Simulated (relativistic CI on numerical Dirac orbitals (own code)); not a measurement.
# Sr II (Sr⁺): levels and lines

Aim: the low levels of Sr⁺, their labels and the strongest lines; further runs change one setting each. Configuration energies are shifted onto measured levels.

The numbers are computed with relativistic CI on numerical Dirac orbitals (own code) version 3 (Dirac-Coulomb-Breit CI, KLI orbitals optimised for each configuration, model QED (radiative potential, 1s self-energy scaled to tabulated hydrogen-like ionisation energies), valence Slater integrals scaled by 0.85, configuration energies shifted to the measured levels that pair with them (semi-empirical)), except any that are marked as measured or tabulated.

### Step 1. The atom as given

| Quantity | Value |
| --- | --- |
| ion | Sr⁺ (Sr II) |
| nuclear charge | 38 |
| electrons | 37 |
| isotope | A = 88 |
| first configuration typed | [Kr] 5s |

Outer shells as boxes (Hund's rule):

first configuration typed
```
[Kr] core
5s [↑ ]
```

### Step 2. Base run

The run's settings:

```ini
atom Sr  Z=38  charge=1  electrons=37
nucleus A=88  rms_radius_fm=4.2240
hamiltonian dirac-coulomb  breit=on  qed=on  c_scale=1
orbitals kli  potential=per-configuration
slater_scale 0.85
correlation fit
mixing on
configurations
  [Kr] 5s
  [Kr] 4d
  [Kr] 5p
  [Kr] 6s
  [Kr] 5d
  [Kr] 6p
  [Kr] 4f
  [Kr] 7s
  [Kr] 5f
  [Kr] 5g
  [Kr] 6d
  [Kr] 7p
  [Kr] 7d
  [Kr] 6f
end
```

Command:

```sh
$ python run_levels.py task.json out
```

task.json lists these runs, among others, and the program works through them in turn.

### Step 4. Slater integrals scaled by 0.75

Changes to the settings of step 2:

```diff
@@ -4,3 +4,3 @@
 orbitals kli  potential=per-configuration
-slater_scale 0.85
+slater_scale 0.75
 correlation fit
```

### Step 5. Slater integrals scaled by 1

Changes to the settings of step 4:

```diff
@@ -4,3 +4,3 @@
 orbitals kli  potential=per-configuration
-slater_scale 0.75
+slater_scale 1
 correlation fit
```

(Steps that only read results are left out.)

Q: Predict the outcome of this session. Wanted: lowest level; first excitation; lowest level of the other parity; fastest E1 line; mean error of paired levels.

As calculated:

| run | time | mean size of shift, levels followed (cm⁻¹) | lowest level | mean error to measured (cm⁻¹) |
| --- | --- | --- | --- | --- |
| main run | 1.1 s | 0 | 5s 2S1/2 | 32 |
| Slater integrals scaled by 0.75 | 1.2 s | 0.0 | 5s 2S1/2 | 32 |
| Slater integrals scaled by 1 | 1.4 s | 0.0 | 5s 2S1/2 | 32 |

```
                                     quantity                     value
                                 lowest level                  5s 2S1/2
                             first excitation    4d 2D3/2, 14627.0 cm⁻¹
             lowest level of the other parity     5p 2P°1/2, 23783 cm⁻¹
                          levels in the model                        25
fastest E1 line (by rate) to the lowest level  409.0 nm, from 5p 2P°3/2
                  mean error of paired levels           32 cm⁻¹ over 11
```

The lowest level is 5s 2S1/2, 100 % pure in LS and 100 % in jj coupling; over the low levels the means are 100 and 100 %, so both schemes do about equally well. Of the changes tried, the run «Slater integrals scaled by 0.75» moves the low levels most, by 0 cm⁻¹ on average. No change brings the levels clearly nearer the measured ones. This rung is semi-empirical: its configuration shifts come from the measured levels. Lifetimes count radiative decay inside the model alone.
